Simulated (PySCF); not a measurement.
# C4H7ClO2 (3-chlorobutyric acid): the cost of one run

Programs: PySCF 2.14.0, with routines of our own; each step states its level. All values are computed. Atoms count from 0.

## 1. The starting structure

14 atoms, charge 0, multiplicity 1; geometry from: GFN2-xTB.

## 2. Magnetic properties: GIAO CAM-B3LYP/pcSseg-1

What the job is given:

```
{"job": {"kind": "mag", "xc": "CAM-B3LYP", "basis": "pcSseg-1", "isotopologues": 2}, "charge": 0, "multiplicity": 1}
C     -1.660353     0.558515     0.472481
C     -0.772954    -0.636415     0.762763
Cl    -1.690637    -2.147719     0.442150
C      0.488443    -0.659188    -0.091882
C      1.468348     0.420747     0.302354
O      1.347662     1.190940     1.214910
O      2.535112     0.417228    -0.504054
H     -1.943189     0.581587    -0.577439
H     -1.117291     1.467774     0.718443
H     -2.563961     0.518168     1.075237
H     -0.506131    -0.663422     1.822076
H      0.244905    -0.535427    -1.149310
H      1.002519    -1.618170     0.009755
H      3.166849     1.104910    -0.239624
```

Method: GIAO CAM-B3LYP/pcSseg-1 magnetisability, rotational g tensor and spin-rotation constants, non-relativistic, gas phase.

Run with:

```
$ OMP_NUM_THREADS=1 python excited_run.py task.json out
```

This one command runs all jobs of the session in turn.

Q: Estimate the wall time and peak memory of this job on 1 thread of Arm Neoverse V1, shared host.

About 37 s, with a peak of 0.77 GiB.
